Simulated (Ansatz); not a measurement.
# GaH8NSi: the cost of one run

All numbers below are computed with Ansatz 0.2.0 (RKS B3LYP/def2-SVP).

### 1 The system as given

Bond lengths: Ga1–H3 1.570 Å, Ga1–H4 1.570 Å, Ga1–N5 2.230 Å, N5–H6 1.060 Å, N5–Si7 1.820 Å, Si7–H8 1.460 Å, Si7–H9 1.460 Å, Si7–H10 1.460 Å. Angles: H3–Ga1–H4 120.0°, H3–Ga1–N5 97.0°, H4–Ga1–N5 101.2°, Ga1–N5–H6 120.0°, Ga1–N5–Si7 120.0°, H6–N5–Si7 120.0°, N5–Si7–H8 109.5°, N5–Si7–H9 109.5°, N5–Si7–H10 109.5°, H8–Si7–H9 109.4°, H8–Si7–H10 109.4°, H9–Si7–H10 109.4°.

Coordinates:

```xyz
11

Ga    0.0000    0.0000    0.0000
H     0.0000    0.0000    1.9200
H     1.3596    0.0000   -0.7850
H    -1.3596    0.0000   -0.7850
N     0.0932   -2.1142    0.7032
H    -0.4251   -2.8722    0.1737
Si    1.0593   -2.5382    2.1862
H     1.2435   -3.9851    2.2506
H     2.3633   -1.8847    2.1217
H     0.3472   -2.0854    3.3776
H     0.0454   -1.0306    1.8459
```

### 2 Pulling towards end A

Springs on the bonds that form and break draw the guess towards this end; the thresholds are loose.

The input, input.yaml:

```yaml
crystal:
  periodic: [false, false, false]
  atoms:
    - { symbol: Ga, position_ang: [0.0, 0.0, 0.0] }
    - { symbol: H, position_ang: [0.0, 0.0, 1.92] }
    - { symbol: H, position_ang: [1.3596, 0.0, -0.785] }
    - { symbol: H, position_ang: [-1.3596, 0.0, -0.785] }
    - { symbol: "N", position_ang: [0.0932, -2.1142, 0.7032] }
    - { symbol: H, position_ang: [-0.4251, -2.8722, 0.1737] }
    - { symbol: Si, position_ang: [1.0593, -2.5382, 2.1862] }
    - { symbol: H, position_ang: [1.2435, -3.9851, 2.2506] }
    - { symbol: H, position_ang: [2.3633, -1.8847, 2.1217] }
    - { symbol: H, position_ang: [0.3472, -2.0854, 3.3776] }
    - { symbol: H, position_ang: [0.0454, -1.0306, 1.8459] }
basis:
  gaussian: { orbitals: def2-SVP }
hamiltonian:
  xc: b3lyp
relax:
  f_tol: 0.15
  max_steps: 25
  restrain:
    - { distance: [0, 4], at: 3.13, k: 30.0 }
    - { distance: [10, 1], at: 1.86, k: 30.0 }
    - { distance: [0, 1], at: 1.57, k: 30.0 }
    - { distance: [10, 4], at: 1.06, k: 30.0 }
```

The run is started by

```console
> ansatz run input.yaml --threads 2 --pin off --max-ram 3072MiB --backend cpu --events-out ev --progress --plain --runs-dir out
```

What time and memory should one allow on 2 threads of Arm Neoverse V2, shared host?

About 44 s, with a peak of 0.23 GiB.
